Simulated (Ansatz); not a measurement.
**MoO (quintet): from Hartree-Fock to the top rungs, def2-TZVPP**

An exercise on one series of results from a longer session: the logs are not shown, and one member is left open.

Method: def2-TZVPP, core rule «outside noble gas», up to 5 orbitals frozen; program: Ansatz 0.2.0, Gaussian basis.

Plan: UHF; ROHF; CCSD(T) on UHF.

### The system

The geometry is a PBE0/def2-TZVP stationary point (not a proven minimum) of the parent state, kept for this charge and spin. No spin-orbit coupling is included. Elements past krypton take def2 core potentials.

2 atoms, charge 0, spin multiplicity 5.

Atoms are counted from 1 here; the program's logs count them from 0.

Bond lengths: Mo1–O2 1.990 Å.

Set-up of the first run:

Input file in.yaml:

```yaml
crystal:
  periodic: [false, false, false]
  atoms:
    - {symbol: Mo, position_ang: [0.000000, 0.000000, 0.000000]}
    - {symbol: O, position_ang: [0.000000, 0.000000, 1.989800]}
basis:
  gaussian: {orbitals: def2-TZVPP}
magnetization: {spin_polarized: true, initial_magnetization: 4}
hamiltonian: {xc: hf}
output: {orbitals: {seedname: orbitals}}
```

Launch:

```sh
$ ansatz run in.yaml --threads 1 --pin off --events-out ev --progress --plain --max-ram 3968MiB --backend cpu
```

Steps of the session up to this table: UHF; ROHF; CCSD(T) on UHF.

One of the session's tables, all rows but one given; the rest of the session is left out.

| method | from UCCSD(T) (meV) |
| --- | --- |
| ROHF | +11840.6 |
| UHF | +9269.4 |
| UMP2 | +1390.1 |
| UCCSD | ? |
| UCCSD(T) | 0 |

**Question.** Estimate the row for UCCSD.

**Answer.** from UCCSD(T) (meV): +504.0. In the column «from UCCSD(T) (meV)» it lies between UCCSD(T) (0) and UMP2 (+1390.1).

Caveats from the session: The determinant is far from a pure spin state, so its energy mixes those of several spin states (harmless only where they are near-degenerate, as at dissociation).
